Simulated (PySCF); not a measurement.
# C3H9NSi: the cost of one run

Computed with PySCF 2.14.0, with density-fitted response routines of our own, on a single molecule in the gas phase. Atoms are numbered from 0 throughout.

## Step 1: Starting geometry

14 atoms, charge 0, multiplicity 1; geometry from: PBE0-D3(BJ)/def2-SVP.

Bonds of the start (Å): Si0–N1 1.74, N1–C2 1.43, C2–C3 1.50, C3–C4 1.50, C4–C2 1.50, Si0–H5 1.49, Si0–H6 1.49, Si0–H7 1.50, N1–H8 1.01, C2–H9 1.10, C3–H10 1.09, C3–H11 1.09, C4–H12 1.09, C4–H13 1.09.

## Step 2: Core holes by ΔSCF: SCAN, X2C

Job settings and geometry (Å):

```
{"job": {"kind": "xps"}, "charge": 0, "multiplicity": 1}
Si     1.969199     0.789138     0.077345
N      0.818273    -0.400923     0.601805
C     -0.555715    -0.100511     0.840602
C     -1.602730    -1.053252     0.342600
C     -1.417247     0.273651    -0.331431
H      3.286228     0.091647    -0.022631
H      1.574208     1.334759    -1.256700
H      2.125736     1.964015     1.000320
H      1.169037    -1.172250     1.160441
H     -0.796771     0.416667     1.782374
H     -2.493545    -1.216659     0.954693
H     -1.239162    -1.935601    -0.190123
H     -0.940440     0.272807    -1.314824
H     -2.174129     1.049080    -0.189751
```

With the program's defaults for keys left out, this is: delta-SCF UKS SCAN, pcX-2 on the ionised atom, pcseg-1 elsewhere, spin-free X2C.

Launch:

```sh
$ OMP_NUM_THREADS=1 python probes_run.py task.json out
```

This one command runs all jobs of the session in turn.

Q: Estimate the wall time and peak memory of this first job on 1 thread of Arm Neoverse V2, shared host.

About 25 s, with a peak of 0.52 GiB.
